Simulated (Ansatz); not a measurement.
**NO2F (nitryl fluoride): wB97X/cc-pVTZ**

What is the electronic atomisation energy of NO2F (nitryl fluoride) at wB97X/cc-pVTZ? 

Program for the calculation: Ansatz 0.2.0.

36 further runs of the same task are left out: 36 set aside as unsound or not needed.

**1. The system as given**

NO2F: 4 atoms, total charge 0, spin state singlet. As SMILES, `O=[N+]([O-])F`. The coordinates come from a PBE0-D4/def2-TZVP relaxation.

Bond lengths: O1–N2 1.170 Å, N2–O3 1.170 Å, N2–F4 1.442 Å. Angles: O1–N2–O3 135.6°, O1–N2–F4 112.2°, O3–N2–F4 112.2°.

**2. The energy at wB97X/cc-pVTZ**

The input, molecule.yaml:

```yaml
crystal:
  periodic: [false, false, false]
  atoms:
    - {symbol: O, position_ang: [0.188290, 0.469930, 1.120250]}
    - {symbol: N, position_ang: [0.079720, -0.071800, 0.089140]}
    - {symbol: O, position_ang: [0.476580, -1.068680, -0.376880]}
    - {symbol: F, position_ang: [-0.744590, 0.670550, -0.832510]}
basis:
  gaussian:
    orbitals: cc-pVTZ
total_charge: 0
hamiltonian:
  xc: {name: wB97X}
output: {orbitals: {seedname: orbitals}}
accuracy: high
```

The run is started by

```console
$ ansatz run molecule.yaml --threads 1 --pin off --max-ram 3480MiB --events-out events.jsonl --progress --plain --runs-dir runs
```

Output:

```text
Warning: RAYON_NUM_THREADS=1 ignored (pool sized by the plan → 1); use --threads N
Functional definition: wB97X
  name "wB97X"
  parameter omega = 0.3/bohr
  parameter cx = 0.157706
  parameter cx1 = 0.726479
  parameter cx2 = 1.04760
  parameter cx3 = -5.70635
  parameter cx4 = 13.2794
  parameter css1 = -4.33879
  parameter css2 = 18.2308
  parameter css3 = -31.7430
  parameter css4 = 17.2901
  parameter cos1 = 2.37031
  parameter cos2 = -11.3995
  parameter cos3 = 6.58405
  parameter cos4 = -3.78132
  exchange = spin_sum(e_x_unif_sr(omega)*poly(b97_u_x, 1 - cx, cx1, cx2, cx3, cx4)) + cx*exact_x_sr(omega)
      + exact_x_lr(omega)
  correlation = spin_sum(e_c_pw_same_spin*poly(b97_u_same, 1, css1, css2, css3, css4))
      + integral(e_c_pw_opposite_spin*poly(b97_u_opposite, 1, cos1, cos2, cos3, cos4))
2042 factors; integrals over basis functions are off by at most 3.0e-9 eV
218 factors; integrals over basis functions are off by at most 1.9e-9 eV
mean field evaluation 1: about -8291.7170 eV, gradient 6.3e1 eV
mean field evaluation 2: about -8287.3742 eV, gradient 8.9e1 eV
mean field evaluation 4: about -8297.6537 eV, gradient 2.6e0 eV
mean field evaluation 8: about -8297.6670 eV, gradient 1.5e-1 eV
mean field evaluation 16: about -8297.6671 eV, gradient 4.7e-5 eV
mean field -8297.66709468 eV, -304.9336413687 hartree, gradient 8.4e-8 eV, S^2 0.000000; 0 other end points of the search recorded, 0 dependent functions left out
reference -8297.66709353 eV, -304.9336413263 hartree; 16, 16 occupied and 104, 104 virtual orbitals, 2042 factors
Total energy: -8297.66709353 eV, -304.9336413263 hartree
```

It took 13 s on 1 thread of Arm Neoverse V2, shared host; peak memory 0.46 GiB.

**3. The F atom**

The input, input.yaml:

```yaml
crystal:
  periodic: [false, false, false]
  atoms:
    - {symbol: F, position_ang: [0.000000, 0.000000, 0.000000]}
basis:
  gaussian: {orbitals: cc-pVTZ}
magnetization: {spin_polarized: true, initial_magnetization: 1}
hamiltonian: {xc: {name: wB97X}}
accuracy: high
```

The run is started by

```console
$ ansatz run input.yaml --threads 1 --pin off --max-ram 3480MiB --events-out events.jsonl --progress --plain --runs-dir runs
```

Output, cut to the lines that bear on the results:

```text
Warning: RAYON_NUM_THREADS=1 ignored (pool sized by the plan → 1); use --threads N
Functional definition: wB97X
  name "wB97X"
[...]
      + exact_x_lr(omega)
[...]
      + integral(e_c_pw_opposite_spin*poly(b97_u_opposite, 1, cos1, cos2, cos3, cos4))
299 factors; integrals over basis functions are off by at most 2.7e-9 eV
74 factors; integrals over basis functions are off by at most 2.0e-9 eV
[...]
mean field -2714.05749477 eV, -99.7397732786 hartree, gradient 3.3e-8 eV, S^2 0.751629; 0 other end points of the search recorded, 0 dependent functions left out
reference -2714.05749425 eV, -99.7397732596 hartree; 5, 4 occupied and 25, 26 virtual orbitals, 299 factors
Total energy: -2714.05749425 eV, -99.7397732596 hartree
```

It took 1.4 s on 1 thread of Arm Neoverse V2, shared host; peak memory 0.14 GiB.

**4. The N atom at the same level**

The input, run.yaml:

```yaml
crystal:
  periodic: [false, false, false]
  atoms:
    - {symbol: N, position_ang: [0.000000, 0.000000, 0.000000]}
basis:
  gaussian: {orbitals: cc-pVTZ}
hamiltonian: {xc: {name: wB97X}}
magnetization: {spin_polarized: true, initial_magnetization: 3}
accuracy: high
```

The run is started by

```console
$ ansatz run run.yaml --threads 1 --pin off --max-ram 3480MiB --events-out events.jsonl --progress --plain --runs-dir runs
```

Output, cut to the lines that bear on the results:

```text
Warning: RAYON_NUM_THREADS=1 ignored (pool sized by the plan → 1); use --threads N
Functional definition: wB97X
  name "wB97X"
[...]
      + exact_x_lr(omega)
[...]
      + integral(e_c_pw_opposite_spin*poly(b97_u_opposite, 1, cos1, cos2, cos3, cos4))
299 factors; integrals over basis functions are off by at most 2.3e-9 eV
100 factors; integrals over basis functions are off by at most 5.9e-10 eV
[...]
mean field -1485.45291592 eV, -54.5893877839 hartree, gradient 8.8e-8 eV, S^2 3.755755; 0 other end points of the search recorded, 0 dependent functions left out
reference -1485.45291585 eV, -54.5893877813 hartree; 5, 2 occupied and 25, 28 virtual orbitals, 299 factors
Total energy: -1485.45291585 eV, -54.5893877813 hartree
```

Wall time 1.3 s (1 thread of Arm Neoverse V2, shared host); peak memory 0.13 GiB.

**5. The O atom, same level**

The input, job.yaml:

```yaml
crystal:
  periodic: [false, false, false]
  atoms:
    - symbol: O
      position_ang: [0.000000, 0.000000, 0.000000]
basis:
  gaussian:
    orbitals: cc-pVTZ
magnetization:
  spin_polarized: true
  initial_magnetization: 2
hamiltonian:
  xc: {name: wB97X}
accuracy: high
```

Run the same way, it converges to -75.07244 Eh (log not shown).

**6. Summary of results**

At wB97X/cc-pVTZ:

| quantity | value |
| --- | --- |
| molecule: total energy | -304.93364 Eh |
| molecule: HOMO energy | -12.83 eV |
| molecule: LUMO energy | -0.02 eV |
| molecule: HOMO–LUMO gap | 12.81 eV |
| F atom: total energy | -99.73977 Eh |
| F atom: ⟨S²⟩ | 0.752 |
| N atom: total energy | -54.58939 Eh |
| N atom: ⟨S²⟩ | 3.756 |
| O atom: total energy | -75.07244 Eh |
| O atom: ⟨S²⟩ | 2.004 |
| electronic atomisation energy | 12.507 eV |

**Reading.** Taking the molecule apart into free atoms costs 12.51 eV (288 kcal/mol), before zero-point energy and without spin-orbit coupling.
